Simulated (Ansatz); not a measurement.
# TbGa2O3: the cost of one run

Method: DFT PBE, scalar-relativistic, plane waves, PAW; 4f electrons in the core of a trivalent norm-conserving potential, unless a step names another level, in Ansatz 0.2.0.

8 further runs of the same task are left out: 1 that didn't finish, 7 set aside as unsound or not needed. Runs told in other sessions of the task aren't counted.

## Step 1: Plan

Pauling electronegativities: Tb 1.10, Ga 1.81, O 3.44 (spread 2.34). No set of common oxidation states balances it. Tabulated atomic sizes suggest about 14 Å³/atom. 24 candidates were drawn, by swapping species into database cells of other compounds, at random by space group and Wyckoff sites, or by hand, as the table says:

```
name                  made from  space group no.                   Wyckoff sites  atoms (primitive cell)  V (Å³/atom)
 c01                     random              123          Tb 1b; Ga 2h; O 2g, 1c                       6         18.2
 c02                     random              123      Tb 1d; Ga 1c, 1a; O 1b, 2f                       6         14.8
 c03                     random              191          Tb 1b; Ga 2d; O 2c, 1a                       6         14.9
 c04   database cell of ErB2Rh3               12          Tb 2a; Ga 4g; O 2d, 4f                       6         14.3
 c05  database cell of Er2Cu3Si               25  Tb 1d; Ga 1b, 1a; O 1c, 1c, 1d                       6         15.8
 c06                     random              187          Tb 1a; Ga 2i; O 2h, 1f                       6         15.9
 c07                     random              123          Tb 1d; Ga 2g; O 2h, 1b                       6         16.1
 c08                     random              123          Tb 1c; Ga 2f; O 1a, 2h                       6         16.4
 c09  database cell of Gd2CoNi3              187      Tb 1e; Ga 2h; O 1f, 1a, 1b                       6         16.7
 c10                     random              187          Tb 1f; Ga 2g; O 1c, 2g                       6         17.3
 c11                     random              115          Tb 1d; Ga 2e; O 2g, 1b                       6         14.8
 c12                     random              156          Tb 1b; Ga 1c, 1b; O 3d                       6         14.7
 c13  database cell of Nd2In3Cu               25  Tb 1c; Ga 1a, 1b; O 1d, 1d, 1c                       6         15.9
 c14                     random               10      Tb 1a; Ga 1d, 1g; O 2j, 1c                       6         15.6
 c15                     random              139          Tb 2b; Ga 4c; O 4d, 2a                       6         17.3
 c16   database cell of NdB2Ir3              191              Tb 1b; Ga 2d; O 3f                       6         14.3
 c17                     random              160          Tb 3a; Ga 3a, 3a; O 9b                       6         17.1
 c18                     random              123          Tb 1b; Ga 2e; O 2f, 1c                       6         14.6
 c19  database cell of Li3HoSb2              164          Tb 1a; Ga 2d; O 2d, 1b                       6         16.1
 c20  database cell of Tb2AlFe3              166              Tb 3a; Ga 6c; O 9d                       6         14.9
 c21   database cell of Li2HfO3               12          Tb 2a; Ga 4i; O 4i, 2b                       6         14.1
 c22                     random              191              Tb 1b; Ga 2c; O 3f                       6         16.0
 c23                     random              191              Tb 1a; Ga 2d; O 3g                       6         16.5
 c24                     random              191              Tb 1b; Ga 2d; O 3g                       6         17.8
```

## Step 2: Screening run of c04

Input file input.yaml:

```yaml
crystal:
  lattice:
    - [2.78314705, -4.80479865, 0.0]
    - [2.78314705, 4.80479865, 0.0]
    - [-0.01965384, 0.0, 3.217337]
  atoms:
    - { symbol: Tb, position: [0.0, 0.0, 0.0] }
    - { symbol: Ga, position: [0.66399999, 0.33600001, 0.0] }
    - { symbol: Ga, position: [0.33600001, 0.66399999, 0.0] }
    - { symbol: O, position: [0.5, 0.5, 0.5] }
    - { symbol: O, position: [0.0, 0.5, 0.5] }
    - { symbol: O, position: [0.5, 0.0, 0.5] }
basis:
  ecutwfc: 690
kpoints:
  mp_grid: { grid: [4, 4, 5] }
hamiltonian:
  xc: pbe
  pseudopotentials:
    kind: paw
    azcp: { Tb: "pseudopotentials/pbe/nc/lanthanide_3plus/Tb.nc.azcp" }
scf:
  occupations: { method: gaussian, width: 0.2 }
  lower_state_search: "off"
output:
  forces: true
  stress: true
  eigenvalues: true
relax:
  adjacent_minimum: "off"
  f_tol: 0.08
  max_steps: 16
  cell: { stress_tol: 0.8 }
```

On the command line:

```sh
ansatz run input.yaml --threads 1 --pin off --max-ram 2816MiB --backend cpu --events-out ev --progress --plain --runs-dir out
```

What time and memory should one allow on 1 thread of Intel Xeon 6975P-C (Granite Rapids), shared host?

About 39 s, with a peak of 0.51 GiB.
